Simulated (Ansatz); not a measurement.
# Cd3SeS2: a trial structure relaxed

Where does this trial cell of Cd3SeS2 go when cell and atoms are let free?

Method: DFT PBE, scalar-relativistic, plane waves, PAW, in Ansatz 0.2.0.

**1. The starting structure**

Symmetry: P6/mmm, No. 191, hexagonal system. The conventional cell has a = 4.428 Å, b = 4.428 Å, c = 10.525 Å, α = 90.00°, β = 90.00°, γ = 120.00°. Cd (site symmetry mmm) is surrounded by 4 Cd at 2.21 Å and 2 Se at 2.21 Å. Se (site symmetry 6/mmm) has 6 Cd at 2.21 Å in its first shell of neighbours. S (site symmetry -6m2) is surrounded by 3 S at 2.56 Å.

Coordinates:

```
CELL_PARAMETERS angstrom
4.42831 0.00000 0.00000
-2.21415 3.83503 0.00000
0.00000 0.00000 10.52473
ATOMIC_POSITIONS crystal
Cd 0.50000 0.00000 0.50000
Cd 0.00000 0.50000 0.50000
Cd 0.50000 0.50000 0.50000
Se 0.00000 0.00000 0.50000
S 0.33333 0.66667 0.00000
S 0.66667 0.33333 0.00000
```

A structure generator made this guess: random cell by space group and Wyckoff sites (P6/mmm, No. 191). The dimensions are guesses.

**2. The guess as it stands, on a coarse mesh**

Contents of input.yaml:

```yaml
crystal:
  lattice:
    - [4.42830929, 0.0, 0.0]
    - [-2.21415464, 3.83502834, 0.0]
    - [0.0, 0.0, 10.52473422]
  atoms:
    - { symbol: Cd, position: [0.5, 0.0, 0.5] }
    - { symbol: Cd, position: [0.0, 0.5, 0.5] }
    - { symbol: Cd, position: [0.5, 0.5, 0.5] }
    - { symbol: Se, position: [0.0, 0.0, 0.5] }
    - { symbol: S, position: [0.33333333, 0.66666667, 0.0] }
    - { symbol: S, position: [0.66666667, 0.33333333, 0.0] }
basis:
  ecutwfc: 420
kpoints:
  mp_grid: { grid: [6, 6, 2] }
hamiltonian:
  xc: pbe
scf:
  occupations: { method: gaussian, width: 0.1 }
  lower_state_search: "off"
output:
  forces: true
  stress: true
  eigenvalues: true
```

Command:

```bash
$ ansatz run input.yaml --threads 1 --pin off --max-ram 2560MiB --backend cpu --events-out ev --progress --plain --runs-dir out
```

The session goes on with these runs: rough relaxation on the coarse mesh; another rough relaxation; full relaxation.

What does the calculation give? Wanted: conventional cell; volume; energy over the elements; gap on the mesh.

**Answer**, as computed:

| quantity | value |
| --- | --- |
| symmetry at the end (tolerance 0.05 Å) | space group P6/mmm (No. 191) |
| conventional cell | a = 6.665 Å, b = 6.665 Å, c = 3.730 Å, α = 90.00°, β = 90.00°, γ = 120.00° |
| volume | 23.92 Å³/atom |
| energy over the elements | -0.21 eV/atom |
| gap on the mesh | none (metal) |

The space group P6/mmm (No. 191) is kept, and the volume per atom shrinks by 19.7 % from the first guess. A negative formation energy is needed for stability but isn't enough; other structures and compounds were not set against it here. No finished test with a distortion of lower symmetry is shown, so the end may be a saddle point. Spin polarisation is off in the runs that give these values; a magnetic solution could lie lower.
